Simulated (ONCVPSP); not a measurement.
# Pseudopotential generation for Ge: ONCV, PBEsol

Aim: build the potential from the settings below, then test how well it stands in for the atom: other configurations, scattering, ghost states and the plane-wave cutoff that it needs.

Method: ONCVPSP 4.0.1.1 (patched build), PBEsol, scalar-relativistic.

## (1) Settings

Typed settings, in words:

```
element                 : germanium (Ge, Z = 32)
type                    : optimised norm-conserving Vanderbilt (ONCV)
frozen core             : [Ne]
valence charge          : 22
reference configuration : 3s2 3p6 3d10 4s2 4p2
partial waves           : 3s+4s: rc 0.95 bohr, ncon 4, nbas 9, qcut 13.2 1/bohr, 2 projectors; 3p+4p: rc 1.25 bohr, ncon 5, nbas 10, qcut 8.8 1/bohr, 2 projectors; 3d: rc 0.95 bohr, ncon 3, nbas 8, qcut 15.4 1/bohr, 2 projectors, debl 2.4 Ha; f scattering state at 0.15 Ha: rc 1.30 bohr, ncon 4, nbas 7, qcut 7.9 1/bohr, 2 projectors, debl 1.1 Ha
local potential         : polynomial inside 0.95 bohr (lpopt 5, dvloc0 4 Ha)
core correction         : Teter function fitted to the true core (icmod 2), fcfact 0.65
```

An earlier all-electron run gives the scale for the radii.

All-electron outer shells of the reference configuration (PBEsol, scalar-relativistic, ld1.x):

```json
{"shell": "2s", "level (eV)": "-1370.64", "outermost node (bohr)": "0.06", "outermost maximum (bohr)": "0.18"}
{"shell": "2p", "level (eV)": "-1198.08", "outermost node (bohr)": "–", "outermost maximum (bohr)": "0.14"}
{"shell": "3s", "level (eV)": "-168.12", "outermost node (bohr)": "0.26", "outermost maximum (bohr)": "0.54"}
{"shell": "3p", "level (eV)": "-115.43", "outermost node (bohr)": "0.23", "outermost maximum (bohr)": "0.54"}
{"shell": "3d", "level (eV)": "-29.31", "outermost node (bohr)": "–", "outermost maximum (bohr)": "0.50"}
{"shell": "4s", "level (eV)": "-11.74", "outermost node (bohr)": "0.77", "outermost maximum (bohr)": "1.75"}
{"shell": "4p", "level (eV)": "-3.90", "outermost node (bohr)": "0.82", "outermost maximum (bohr)": "2.22"}
```

## (2) Generation

File Ge.dat:

```
# ATOM AND REFERENCE CONFIGURATION
# atsym  z   nc   nv     iexc    psfile
  Ge 32.00    3    5  -116133      upf
#
#   n    l    f
    1    0    2.00
    2    0    2.00
    2    1    6.00
    3    0    2.00
    3    1    6.00
    3    2   10.00
    4    0    2.00
    4    1    2.00
#
# PSEUDOPOTENTIAL AND OPTIMIZATION
# lmax
    3
#
#   l,   rc,      ep,       ncon, nbas, qcut
    0    0.95    0.00    4    9   13.20
    1    1.25    0.00    5   10    8.80
    2    0.95    0.00    3    8   15.40
    3    1.30    0.15    4    7    7.90
#
# LOCAL POTENTIAL
# lloc, lpopt,  rc(5),   dvloc0
    4    5    0.95    4.00
#
# VANDERBILT-KLEINMAN-BYLANDER PROJECTORs
# l, nproj, debl
    0    2    1.80
    1    2    1.90
    2    2    2.40
    3    2    1.10
#
# MODEL CORE CHARGE
# icmod, fcfact, rcfact
    2    0.65    1.05
#
# LOG DERIVATIVE ANALYSIS
# epsh1, epsh2, depsh
   -8.00    5.00    0.04
#
# OUTPUT GRID
# rlmax, drl
    6.00    0.01
#
# TEST CONFIGURATIONS
# ncnf
    4
# nvcnf
#   n    l    f
    5
    3    0    2.00
    3    1    6.00
    3    2   10.00
    4    0    2.00
    4    1    1.00
#
    5
    3    0    2.00
    3    1    6.00
    3    2   10.00
    4    0    2.00
    4    1    0.00
#
    5
    3    0    2.00
    3    1    6.00
    3    2   10.00
    4    0    1.00
    4    1    0.00
#
    5
    3    0    2.00
    3    1    6.00
    3    2   10.00
    4    0    0.00
    4    1    0.00
#
```

Run with:

```
$ oncvpsp.x < Ge.dat > Ge.out
```

What does the calculation give? Wanted: cutoffs for 1 and 0.1 mHa per electron, occupied waves; bound ghosts; GHOST(+) flags; largest test error; largest phase difference near zero energy, channels read; rms error of d²Exc/dn², without and with the model core.

The runs gave:

```
                                                quantity                                                 value
  cutoffs for 1 and 0.1 mHa per electron, occupied waves                                      99 Ha and 198 Ha
                                            bound ghosts                                            none found
                                          GHOST(+) flags                                    none at low energy
                            largest test error (AE − PS)  -4.5 meV, for 3s2 3p6 3d10 4s1 4p0 (1 test unsolved)
largest phase difference near zero energy, channels read                                             0.000 rad
 rms error of d²Exc/dn², without and with the model core                                     1.82 and 1.41 mHa
```

In words: By total energies transferability is very good where solved: the largest error is 4.5 meV on 57.7 eV, for 3s2 3p6 3d10 4s1 4p0. Of the tests 1 gave no usable energy difference, which is a warning in itself. It counts as very hard, with 99 Ha needed at the looser tolerance. At the looser tolerance the 3d wave is the slowest; 3s needs 64 Ha. The program's ghost test flags no bound state. Near zero energy the phases of the channels with partial waves agree within 0.001 rad. These are tests on the free atom; a crystal test is still owed.
